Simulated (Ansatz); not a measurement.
**CH2BClS2: one species, many methods**

The task here is to estimate one member of a computed series from the others.

Computed with Ansatz 0.2.0, Gaussian basis. Level: functionals in def2-TZVPP, the program's frozen cores in correlated methods.

Levels to be run: LDA (SPW92), PBE-D4, revPBE-D4, BLYP-D4, r2SCAN-D4, B97M-V, PBE0-D4, B3LYP-D4, r2SCANh-D4, r2SCAN0-D4, HSE06-D4, BHLYP-D4, CAM-B3LYP-D4, LC-ωPBE, ωB97X-V, ωB97M-V, B2PLYP, PBE-QIDH; CCSD(T)/def2-SVP; CCSD(T)/def2-TZVPP; MP2/def2-QZVPP; extrapolation to the limit; RPA on PBE.

## Structure used throughout

The geometry comes from an earlier relaxation with PBE0-D4 in a triple-zeta def2 set; it is a stationary point, not always the lowest conformer.

SMILES `S=CB(S)Cl`, 7 atoms, charge 0, spin multiplicity 1.

Atoms are counted from 1 here; the program's logs count them from 0.

Bond lengths: S1–C2 1.610 Å, C2–B3 1.567 Å, C2–H6 1.095 Å, B3–S4 1.785 Å, B3–Cl5 1.743 Å, S4–H7 1.345 Å. Angles: S1–C2–B3 124.9°, S1–C2–H6 118.2°, B3–C2–H6 117.0°, C2–B3–S4 120.9°, C2–B3–Cl5 121.7°, S4–B3–Cl5 117.4°, B3–S4–H7 96.5°.

Set-up of the first run:

Contents of in.yaml:

```yaml
crystal:
  periodic: [false, false, false]
  atoms:
    - {symbol: S, position_ang: [-1.796899, 1.557696, 0.563885]}
    - {symbol: C, position_ang: [-0.661626, 0.415866, 0.564880]}
    - {symbol: B, position_ang: [0.245686, 0.052966, -0.660724]}
    - {symbol: S, position_ang: [1.460076, -1.251038, -0.548770]}
    - {symbol: Cl, position_ang: [0.112241, 0.897533, -2.179131]}
    - {symbol: H, position_ang: [-0.505536, -0.156401, 1.484772]}
    - {symbol: H, position_ang: [1.207257, -1.584523, 0.729388]}
basis:
  gaussian: {orbitals: def2-TZVPP}
hamiltonian: {xc: lda}
output: {orbitals: {seedname: orbitals}}
```

The run is started by

```
$ ansatz run in.yaml --threads 2 --pin off --events-out ev --progress --plain --max-ram 4352MiB
```

Among the steps run: LDA; PBE-D4 (GGA); revPBE-D4 (GGA); BLYP-D4 (GGA); r2SCAN-D4 (meta-GGA); B97M-V (meta-GGA); B3LYP-D4 (hybrid); r2SCANh-D4 (hybrid); r2SCAN0-D4 (hybrid); HSE06-D4 (hybrid); BHLYP-D4 (hybrid); CAM-B3LYP-D4 (range-separated); LC-ωPBE (range-separated); ωB97X-V (range-separated); ωB97M-V (range-separated); B2PLYP (double hybrid); PBE-QIDH (double hybrid).

One table of the session follows, with a row left open; its other results are not shown here.

It belongs to the step «Orbital energies across the functionals». 

| functional | HOMO (eV) | LUMO (eV) | gap (eV) |
| --- | --- | --- | --- |
| LDA (SPW92) | -5.62 | -4.52 | 1.10 |
| PBE-D4 | -5.50 | -4.32 | 1.18 |
| revPBE-D4 | -5.45 | -4.24 | 1.21 |
| BLYP-D4 | -5.34 | -4.13 | 1.21 |
| r2SCAN-D4 | -5.74 | -4.30 | 1.44 |
| B97M-V | -5.83 | -4.22 | 1.61 |
| PBE0-D4 | -6.78 | -3.52 | 3.26 |
| B3LYP-D4 | -6.53 | -3.66 | 2.86 |
| r2SCANh-D4 | ? | ? | ? |
| r2SCAN0-D4 | -6.94 | -3.52 | 3.42 |
| HSE06-D4 | -6.38 | -3.90 | 2.48 |
| BHLYP-D4 | -7.92 | -2.51 | 5.41 |
| CAM-B3LYP-D4 | -8.14 | -2.39 | 5.75 |
| LC-ωPBE | -9.57 | -1.38 | 8.19 |
| ωB97X-V | -9.19 | -1.40 | 7.79 |
| ωB97M-V | -9.00 | -1.42 | 7.58 |

Q: Estimate the row for r2SCANh-D4 from the others.

Worked estimate for «HOMO (eV)». Against the share of exact exchange, r2SCAN-D4 (0, -5.74), r2SCAN0-D4 (0.25, -6.94) give a slope of -4.80 per unit share; at 0.1 the line stands at -6.22.

The run gave: HOMO (eV): -6.22; LUMO (eV): -3.99; gap (eV): 2.23. In «HOMO (eV)» the line misses by 0.00.
